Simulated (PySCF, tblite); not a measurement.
# C8H9O radical: geometry, infrared bands and EPR parameters

Aim: predict the infrared bands and EPR parameters of C8H9O radical (`C1=CC[C]2OCCC2=C1`).

Computed with tblite 0.8.0 and PySCF 2.14.0, with density-fitted response routines of our own, on a single molecule in the gas phase. Atoms count from 0, in the outputs and in this text.

### 1 The starting structure

18 atoms, charge 0, multiplicity 2; geometry from: force field or distance geometry start.

Bonds of the start (Å): C0–C1 1.35, C1–C2 1.51, C2–C3 1.49, C3–O4 1.38, O4–C5 1.45, C5–C6 1.52, C6–C7 1.48, C7–C8 1.34, C8–C0 1.46, C7–C3 1.43, C0–H9 1.07, C1–H10 1.09, C2–H11 1.10, C2–H12 1.10, C5–H13 1.10, C5–H14 1.10, C6–H15 1.11, C6–H16 1.09, C8–H17 1.09.

### 2 Optimising the geometry with GFN2-xTB

Job settings and geometry (Å):

```
{"job": {"kind": "relax", "xc": "GFN2-xTB", "basis": "xTB"}, "charge": 0, "multiplicity": 2}
C      2.080100    -0.799000    -0.327700
C      2.294400     0.453200     0.125100
C      1.207900     1.349400     0.659000
C     -0.134500     0.704900     0.556000
O     -1.317600     1.342300     0.854000
C     -2.322500     0.485400     0.256900
C     -1.748700    -0.924800     0.175300
C     -0.296600    -0.634400     0.094500
C      0.738500    -1.364200    -0.349500
H      2.882800    -1.414600    -0.686900
H      3.307200     0.843000     0.143200
H      1.190400     2.276900     0.074000
H      1.406700     1.613100     1.708500
H     -2.554400     0.875200    -0.740400
H     -3.229000     0.532300     0.871500
H     -1.968700    -1.474900     1.115200
H     -2.149700    -1.481200    -0.668600
H      0.604800    -2.376500    -0.725100
```

Command:

```
$ OMP_NUM_THREADS=1 python probes_run.py task.json out
```

The driver reads the jobs from task.json and runs them one after another.

Standard output:

```text
step      E/eV     max force
  0    -699.86322    3.074
  1    -700.01295    1.175
  2    -700.03723    0.360
  3    -700.04664    0.263
  4    -700.05384    0.205
  5    -700.05858    0.188
  6    -700.06238    0.182
  7    -700.06659    0.159
  8    -700.06991    0.121
  9    -700.07190    0.102
 10    -700.07343    0.103
 11    -700.07548    0.122
 12    -700.07822    0.129
 13    -700.08110    0.116
 14    -700.08352    0.107
 15    -700.08564    0.115
 16    -700.08791    0.134
 17    -700.09041    0.146
 18    -700.09301    0.118
 19    -700.09566    0.112
 20    -700.09830    0.109
 21    -700.10075    0.126
 22    -700.10303    0.108
 23    -700.10520    0.105
 24    -700.10725    0.106
 25    -700.10901    0.106
 26    -700.11037    0.100
 27    -700.11149    0.081
 28    -700.11261    0.074
 29    -700.11374    0.097
 30    -700.11469    0.089
 31    -700.11540    0.065
 32    -700.11603    0.058
 33    -700.11667    0.064
 34    -700.11713    0.063
 35    -700.11761    0.049
 36    -700.11804    0.042
 37    -700.11853    0.060
 38    -700.11916    0.075
 39    -700.11987    0.062
 40    -700.12055    0.074
 41    -700.12134    0.086
 42    -700.12245    0.092
 43    -700.12390    0.105
 44    -700.12513    0.091
 45    -700.12586    0.060
 46    -700.12628    0.040
 47    -700.12663    0.054
 48    -700.12697    0.058
 49    -700.12722    0.065
 50    -700.12741    0.040
 51    -700.12761    0.036
 52    -700.12791    0.037
 53    -700.12806    0.034
 54    -700.12821    0.028
 55    -700.12835    0.031
 56    -700.12853    0.034
 57    -700.12872    0.029
 58    -700.12890    0.027
 59    -700.12906    0.033
 60    -700.12925    0.033
 61    -700.12945    0.029
 62    -700.12963    0.026
 63    -700.12979    0.027
 64    -700.12994    0.031
 65    -700.13009    0.031
 66    -700.13022    0.024
 67    -700.13031    0.017
 68    -700.13036    0.016
 69    -700.13042    0.017
 70    -700.13048    0.019
 71    -700.13052    0.017
 72    -700.13055    0.013
 73    -700.13057    0.009
```

It took 1.4 s on 1 thread of Intel Xeon at 2.50GHz, shared host.

The steps of the relaxation: (not every step is listed)

```tsv
step	energy from step 0 (eV)	largest force (eV/Å)
0	0.0000	3.0740
1	-0.1497	1.1750
2	-0.1740	0.3602
3	-0.1834	0.2632
4	-0.1906	0.2045
5	-0.1954	0.1880
6	-0.1992	0.1824
7	-0.2034	0.1591
8	-0.2067	0.1212
14	-0.2203	0.1072
20	-0.2351	0.1091
26	-0.2472	0.1003
32	-0.2528	0.0577
38	-0.2559	0.0750
44	-0.2619	0.0908
50	-0.2642	0.0396
56	-0.2653	0.0343
62	-0.2664	0.0262
68	-0.2671	0.0157
69	-0.2672	0.0171
70	-0.2673	0.0193
71	-0.2673	0.0171
72	-0.2673	0.0125
73	-0.2674	0.0094
```

Distances of close pairs at the start and the end, largest changes first:

```tsv
bond	before (Å)	after (Å)	change (Å)
C3–C7	1.426	1.365	-0.060
C7–C8	1.342	1.395	+0.053
C0–C8	1.456	1.408	-0.048
C6–C7	1.483	1.506	+0.023
O4–C5	1.449	1.429	-0.020
C6–H15	1.111	1.091	-0.020
C5–C6	1.525	1.542	+0.017
C3–O4	1.377	1.360	-0.016
```

The final coordinates are the input of the step that follows.

### 3 Harmonic vibrations with GFN2-xTB

Job settings and geometry (Å):

```
{"job": {"kind": "ir", "xc": "GFN2-xTB", "basis": "xTB"}, "charge": 0, "multiplicity": 2}
C      2.086889    -0.861944    -0.178447
C      2.302985     0.424829     0.189930
C      1.201099     1.382862     0.524261
C     -0.114598     0.712857     0.388484
O     -1.273012     1.379518     0.640559
C     -2.358327     0.475589     0.423650
C     -1.765026    -0.882635    -0.001399
C     -0.288250    -0.588842     0.014693
C      0.796113    -1.415676    -0.279408
H      2.934155    -1.493720    -0.404398
H      3.306567     0.816064     0.256950
H      1.247221     2.267917    -0.129781
H      1.324703     1.773940     1.546626
H     -3.003514     0.907831    -0.347175
H     -2.926750     0.408615     1.356052
H     -2.024362    -1.677362     0.700341
H     -2.104366    -1.181828    -0.994569
H      0.649713    -2.441697    -0.571344
```

Standard output:

```text
mode    cm-1     km/mol
  1      83.0      0.43
  2     143.4      2.20
  3     185.9      5.70
  4     297.9      0.87
  5     359.6      5.56
  6     450.8      4.81
  7     472.9      0.95
  8     519.1      0.01
  9     563.6      1.29
 10     671.6      0.98
 11     694.0     25.67
 12     750.9      0.01
 13     814.6      0.15
 14     827.8     30.33
 15     839.1      0.66
 16     888.7      1.80
 17     927.3      0.85
 18     971.4      4.91
 19     987.2     34.06
 20    1033.1      3.24
 21    1041.2      7.73
 22    1078.6     31.88
 23    1106.0      1.48
 24    1130.4     25.15
 25    1154.4      1.00
 26    1179.7      4.05
 27    1194.8      0.74
 28    1219.4     23.17
 29    1225.2    104.64
 30    1274.9     14.45
 31    1308.3      3.37
 32    1349.4    129.44
 33    1378.1     20.85
 34    1432.9      5.41
 35    1438.0     12.51
 36    1465.2      1.32
 37    1486.9      3.41
 38    1531.0     35.11
 39    1606.1     52.43
 40    2806.1     23.89
 41    2864.8     52.38
 42    2926.8     22.07
 43    2953.7     41.44
 44    2964.3     44.43
 45    2985.1     37.10
 46    3071.0     24.79
 47    3089.1     54.34
 48    3114.4     36.87
```

It took 1.9 s on 1 thread of Intel Xeon at 2.50GHz, shared host.

Which atoms move in the most intense modes:

```tsv
cm⁻¹	km/mol	atoms
1225	104.6	C3 31 %
1349	129.4	C3 28 %, C2 28 %
1606	52.4	C7 25 %, C3 24 %, C1 20 %, C0 20 %
2865	52.4	H11 49 %, H12 47 %
2954	41.4	H14 50 %, H13 45 %
2964	44.4	H15 46 %, H16 41 %
2985	37.1	H16 50 %, H15 45 %
3089	54.3	H10 79 %, H9 12 %
```

### 4 g tensor and hyperfine couplings: B3LYP/pcH-1

Settings changed since step 3:

```diff
@@ -1,2 +1,2 @@
-{"job": {"kind": "ir", "xc": "GFN2-xTB", "basis": "xTB"}, "charge": 0, "multiplicity": 2}
+{"job": {"kind": "epr", "basis": "pcH-1"}, "charge": 0, "multiplicity": 2}
 C      2.086889    -0.861944    -0.178447
```

Method: UKS B3LYP, pcH-1 on C H O, non-relativistic, mean-field spin-orbit, GIAO.

Standard output:

```text
UKS, coarse grid
  cycle   1  E = -385.36802903  |g| = 4.52e-01
  cycle   2  E = -385.30880125  |g| = 6.14e-01
  cycle   3  E = -385.45378580  |g| = 8.63e-02
  cycle   4  E = -385.45632395  |g| = 4.10e-02
  cycle   5  E = -385.45717810  |g| = 1.18e-02
  cycle   6  E = -385.45727346  |g| = 7.31e-03
  cycle   7  E = -385.45732759  |g| = 3.54e-03
  cycle   8  E = -385.45734472  |g| = 2.42e-03
  cycle   9  E = -385.45734922  |g| = 5.63e-04
UKS, final grid
  cycle   1  E = -385.45733912  |g| = 9.83e-04
  cycle   2  E = -385.45733771  |g| = 1.92e-03
  cycle   3  E = -385.45733967  |g| = 1.44e-04
  cycle   4  E = -385.45733968  |g| = 6.10e-05
  cycle   5  E = -385.45733969  |g| = 4.33e-05
  cycle   6  E = -385.45733969  |g| = 1.08e-05
E = -385.45733969 Eh   <S^2> = 0.7802 (exact 0.7500)
g shifts (ppm)      1          2          3
  rmc          -163       -163       -163
  gc             -4         37         27
  oz_so         -16        837       1447
  total        -183        710       1311
hyperfine (MHz)  atom isotope    a_iso     a_fc   dipolar eigenvalues
    0   13C     -35.28     -35.28    -22.00      9.33     12.67
    1   13C      35.72      35.72    -32.37    -30.14     62.52
    2   13C     -32.54     -32.54     -0.48      0.08      0.40
    3   13C      33.26      33.26    -31.33    -30.38     61.71
    4   17O     -10.36     -10.36    -31.80     15.26     16.54
    5   13C      -2.34      -2.34     -0.56     -0.51      1.06
    6   13C       2.53       2.53     -0.88     -0.07      0.94
    7   13C     -33.62     -33.62    -18.25      7.62     10.63
    8   13C      44.74      44.74    -41.79    -39.60     81.39
    9    1H       9.10       9.10     -3.82     -1.08      4.90
   10    1H     -26.37     -26.37    -15.25     -1.03     16.28
   11    1H     138.94     138.94     -3.38     -0.23      3.60
   12    1H     139.12     139.12     -3.37     -0.23      3.60
   13    1H       2.62       2.62     -1.70     -1.28      2.98
   14    1H       2.56       2.56     -1.69     -1.28      2.98
   15    1H      -7.59      -7.59     -1.57     -0.51      2.09
   16    1H      -7.58      -7.58     -1.57     -0.51      2.09
   17    1H     -34.75     -34.75    -20.61      0.34     20.27
```

Wall time 3.7 min (1 thread of Intel Xeon at 2.50GHz, shared host); peak memory 1.1 GiB.

Principal g values 2.00214, 2.00303, 2.00363; g(iso) = 2.00293, against 2.00232 for a free electron.

Hyperfine couplings; where a row names several nuclei, a(iso) is their mean (it holds for fast rotation or exchange) and the dipolar term the largest among them:

```tsv
nuclei	isotope	a(iso) (MHz)	a(iso) (G, at g = 2.0023)	largest dipolar term (MHz)
H11, H12	1H	139.0	49.6	3.6
C8	13C	44.7	16.0	81.4
C1	13C	35.7	12.7	62.5
C0	13C	-35.3	-12.6	-22.0
H17	1H	-34.7	-12.4	-20.6
C7	13C	-33.6	-12.0	-18.3
C3	13C	33.3	11.9	61.7
C2	13C	-32.5	-11.6	-0.5
H10	1H	-26.4	-9.4	16.3
O4	17O	-10.4	-3.7	-31.8
H9	1H	9.1	3.2	4.9
H15, H16	1H	-7.6	-2.7	2.1
H13, H14	1H	2.6	0.9	3.0
C6	13C	2.5	0.9	0.9
```

Mulliken spin populations:

C0 -0.20; C1 0.41; C2 -0.08; C3 0.34; O4 0.06; C5 0.00; C6 0.01; C7 -0.17; C8 0.54; H9 0.01; H10 -0.02; H11 0.06; H12 0.06; H13 0.00; H14 0.00; H15 0.00; H16 0.00; H17 -0.03

In first order the couplings over 0.8 MHz of 1H give 216 distinct lines over 131.5 G, if the averaged nuclei exchange fast.

The fields below are evaluated on a grid from the run's orbitals.

ELF in a plane through or near 12 of the atoms.

Values, 10 rows by 14 columns:
```
0.00 0.00 0.00 0.00 0.00 0.00 0.00 0.00 0.00 0.00 0.00 0.00 0.00 0.00
0.00 0.00 0.00 0.00 0.00 0.00 0.00 0.00 0.00 0.00 0.00 0.00 0.00 0.00
0.00 0.00 0.00 0.00 0.02 0.12 0.07 0.01 0.30 0.07 0.00 0.00 0.00 0.00
0.00 0.00 0.08 0.05 0.09 0.74 0.48 0.17 0.90 0.42 0.05 0.04 0.00 0.00
0.00 0.02 0.98 1.00 0.54 0.86 0.87 0.18 0.60 0.32 0.75 0.24 0.01 0.00
0.00 0.00 0.23 0.45 0.68 0.54 0.11 0.57 0.47 0.92 0.34 0.03 0.00 0.00
0.00 0.00 0.10 0.94 0.80 0.85 0.32 0.66 0.61 0.72 0.36 0.02 0.00 0.00
0.00 0.00 0.28 0.99 0.81 0.17 0.99 0.49 0.02 0.16 0.06 0.00 0.00 0.00
0.00 0.00 0.00 0.00 0.00 0.09 0.96 0.57 0.00 0.00 0.00 0.00 0.00 0.00
0.00 0.00 0.00 0.00 0.00 0.00 0.00 0.00 0.00 0.00 0.00 0.00 0.00 0.00
```
The map spans 11.9 Å across and 10.4 Å up, centred on the molecule. Atoms in the plane (x, y in Å): C0 (-2.1, -1.0), C1 (-2.3, 0.3), C2 (-1.3, 1.4), C3 (0.1, 0.7), O4 (1.2, 1.5), C5 (2.3, 0.6), C6 (1.8, -0.8), C7 (0.3, -0.6), C8 (-0.7, -1.5), H9 (-2.9, -1.7), H10 (-3.3, 0.7), H17 (-0.5, -2.6).

On the surface of density 0.002 e/bohr³ the electrostatic potential runs, from the 1st to the 99th percentile, from -1.18 V near O4 to 0.85 V near H13.

The spin density lies nearest to C8 24 %; C1, C3 about 19 % each; C0, C7 about 7 % each (beta excess).

### 5 What came out

```
                                 quantity                      value
strongest single infrared mode (GFN2-xTB)      1349 cm⁻¹, 129 km/mol
             zero-point energy (GFN2-xTB)              91.3 kcal/mol
                           g(iso) (B3LYP)                    2.00293
                                     ⟨S²⟩         0.780 (exact 0.75)
       largest a(iso) (averaged by class)  1H on H11, H12, 139.0 MHz
    surface potential, 1st and 99th percentile         -1.18 V and 0.85 V
```

What this shows: Over 73 steps the energy fell by 0.267 eV; of the close pairs, C3–C7 changed most, 1.426 to 1.365 Å. All 48 modes are real, so the xTB geometry is a minimum. The strongest single mode, at 1349 cm⁻¹, is spread over many atoms; the largest shares are those of C3, C2. Unscaled tight-binding wavenumbers are off by several per cent, some by more. Its intensities can rank the bands wrongly. The largest spin populations lie on C8 (0.54 e), C1 (0.41 e). The isotropic g lies 0.6 ppt above the free-electron value.
